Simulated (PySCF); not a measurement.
**Ta⁵⁶⁺: dipole response in even-tempered 17s12p4d4f**

Aim: the static polarisability and the C₆ coefficient of Ta⁵⁶⁺, method by method.

Program: PySCF 2.14.0. Level of theory: unrestricted determinants in a Gaussian basis, no spin-orbit coupling in the energies. These are calculated values, not measurements, unless marked.

### Step 1. The atom as given

```
Element     : tantalum (Z = 73)
Basis       : an uncontracted even-tempered set (17 s from 14 bohr⁻², ratio 2.5; 12 p from 18 bohr⁻², ratio 2.5; 4 d from 76 bohr⁻², ratio 2.7; 4 f from 110 bohr⁻², ratio 2.7)
Hamiltonian : the spin-free X2C one-electron Hamiltonian (Gaussian nucleus)
State 1     : Ta⁵⁶⁺: [Ne] 3s2 3p5, 2P determinant
Methods     : UHF, PBE0
```

The outer shells:

Ta56+ [Ne] 3s2 3p5
```
[Ne] core
3s [↑↓]
3p [↑↓][↑↓][↑ ]
```

One driver process ran all states and methods and kept the integrals in memory. Each run is shown as a PySCF script that sums up its settings (the driver passes frozen orbitals as a list and adds second-order terms of double hybrids); the logs are those of the runs themselves. The driver starts from symmetry-adapted Hartree-Fock orbitals, holds the occupation by maximum overlap and uses a logarithmic radial grid for functionals, so a plain start would take other cycles.

The integrals over 101 functions and the set-up took 0.18 s of CPU time.

### Step 2. Ta⁵⁶⁺

#### UHF

Input file input.py:

```python
from pyscf import gto, scf, dft, mp, cc
mol = gto.M(atom="Ta 0 0 0", charge=56, spin=1, symmetry="D2h",
            basis=gto.etbs([(0, 17, 14, 2.5), (1, 12, 18, 2.5), (2, 4, 76, 2.7), (3, 4, 110, 2.7)]),
            nucmod="G")
mf = scf.UHF(mol).sfx2c1e()
mf.irrep_nelec = {'Ag': (3, 3), 'B1u': (2, 2), 'B2u': (2, 2), 'B3u': (2, 1)}
mf.kernel()
```

The program printed:

```text
damping factor = 0
level_shift factor = 0
DIIS = <class 'pyscf.scf.diis.CDIIS'>
diis_start_cycle = 1
diis_space = 10
diis_damp = 0
SCF conv_tol = 1e-09
SCF conv_tol_grad = None
number electrons alpha = 9  beta = 8
cycle= 1 E= -12339.1233708867  delta_E= -0.00793  |g|= 0.0683  |ddm|= 0.0229
cycle= 2 E= -12339.1234632211  delta_E= -9.23e-05  |g|= 0.00823  |ddm|= 0.00258
cycle= 3 E= -12339.1234646013  delta_E= -1.38e-06  |g|= 5.45e-05  |ddm|= 0.000353
cycle= 4 E= -12339.1234646013  delta_E= -2.55e-11  |g|= 1.67e-06  |ddm|= 1.55e-06
converged SCF energy = -12339.1234646013  <S^2> = 0.75029133  2S+1 = 2.0002913
```

CPU time 11 s on a shared host, the integrals not counted.

Orbital energies by shell (radii are means over both spins):

```
shell  electrons  mean orbital energy (eV)  spread (eV)  rms radius (bohr)
 1s α          1                  -71936.9            0             0.0211
 1s β          1                  -71929.4            0             0.0211
 2s α          1                  -15799.9            0             0.0843
 2s β          1                  -15795.2            0             0.0843
 2p α          3                  -14391.4       10.715             0.0763
 2p β          3                  -14382.3        9.054             0.0763
 3s α          1                   -6209.9            0              0.203
 3s β          1                   -6182.1            0              0.203
 3p α          3                   -5771.8       16.137              0.202
 3p β          2                   -5758.9            0              0.202
```

⟨S²⟩ = 0.750, ⟨L²⟩ = 2.00.

The driver then solved the coupled dipole response at imaginary frequencies: mean α = 0.001610 bohr³ (xx, yy, zz: 0.002369, 0.001230, 0.001230), C₆ = 6.203e-05 au for a like pair.

Spin-orbit coupling, absent here, splits the open shell strongly.

#### PBE0

input.py, as changed from the run before:

```diff
@@ -4,3 +4,3 @@
             nucmod="G")
-mf = scf.UHF(mol).sfx2c1e()
+mf = dft.UKS(mol, xc="PBE0").sfx2c1e()
 mf.irrep_nelec = {'Ag': (3, 3), 'B1u': (2, 2), 'B2u': (2, 2), 'B3u': (2, 1)}
```

The program printed:

```text
damping factor = 0
level_shift factor = 0
DIIS = <class 'pyscf.scf.diis.CDIIS'>
diis_start_cycle = 1
diis_space = 10
diis_damp = 0
SCF conv_tol = 1e-09
SCF conv_tol_grad = None
number electrons alpha = 9  beta = 8
XC functionals = PBE0
    C. Adamo and V. Barone.,  J. Chem. Phys. 110, 6158 (1999)
    M. Ernzerhof and G. E. Scuseria.,  J. Chem. Phys. 110, 5029 (1999)
cycle= 1 E= -12340.5897325577  delta_E= -0.013  |g|= 0.0284  |ddm|= 0.0218
cycle= 2 E= -12340.5897397421  delta_E= -7.18e-06  |g|= 0.00112  |ddm|= 0.000802
cycle= 3 E= -12340.5897397599  delta_E= -1.78e-08  |g|= 2.8e-05  |ddm|= 3.91e-05
cycle= 4 E= -12340.5897397599  delta_E= -1.64e-11  |g|= 3.66e-07  |ddm|= 9.95e-07
converged SCF energy = -12340.5897397599  <S^2> = 0.75011648  2S+1 = 2.0001165
```

CPU time 14 s on a shared host, the integrals not counted.

The driver then solved the coupled dipole response at imaginary frequencies: mean α = 0.001616 bohr³ (xx, yy, zz: 0.002371, 0.001238, 0.001238), C₆ = 6.215e-05 au for a like pair.

Radial density 4πr²ρ of Ta⁵⁶⁺ at UHF, without picture-change correction:

| r (bohr) | density | spin density |
| --- | --- | --- |
| 0.000378 | 3.02 | 0.000 |
| 0.000635 | 6.29 | 0.000 |
| 0.00107 | 12.7 | 0.000 |
| 0.00180 | 24.7 | 0.001 |
| 0.00302 | 44.9 | 0.006 |
| 0.00508 | 72.9 | 0.027 |
| 0.00855 | 97.8 | 0.127 |
| 0.0144 | 99.5 | 0.517 |
| 0.0242 | 85.9 | 1.575 |
| 0.0407 | 110 | 2.582 |
| 0.0684 | 108 | 0.636 |
| 0.115 | 44.9 | 2.170 |
| 0.194 | 46.4 | 6.364 |
| 0.326 | 5.48 | 0.777 |
| 0.548 | 0.0231 | 0.003 |

### Step 3. The response side by side

Ta⁵⁶⁺, in atomic units:

```
method    mean α  C₆ (like pair)      S(−4)
   UHF  0.001610       6.203e-05  2.755e-06
  PBE0  0.001616       6.215e-05  2.844e-06
```

α(iu) at PBE0:

```
u (hartree)  α(iu) (bohr³)
          0       0.001616
       3.00       0.001591
       6.00       0.001523
       12.0       0.001318
       18.0       0.001103
       24.0      0.0009173
       30.0      0.0007690
       45.0      0.0005273
       60.0      0.0003958
       90.0      0.0002670
        150      0.0001682
```

### Step 4. Results

| quantity | value |
| --- | --- |
| α of Ta⁵⁶⁺ | 0.001610 (UHF) to 0.001616 (PBE0) bohr³ |

A single London oscillator with the computed α and C₆ of Ta⁵⁶⁺ at UHF would have ω = 4 C₆ / (3 α²) = 31.9 hartree. All values hold for this basis alone; no basis-set limit was taken.
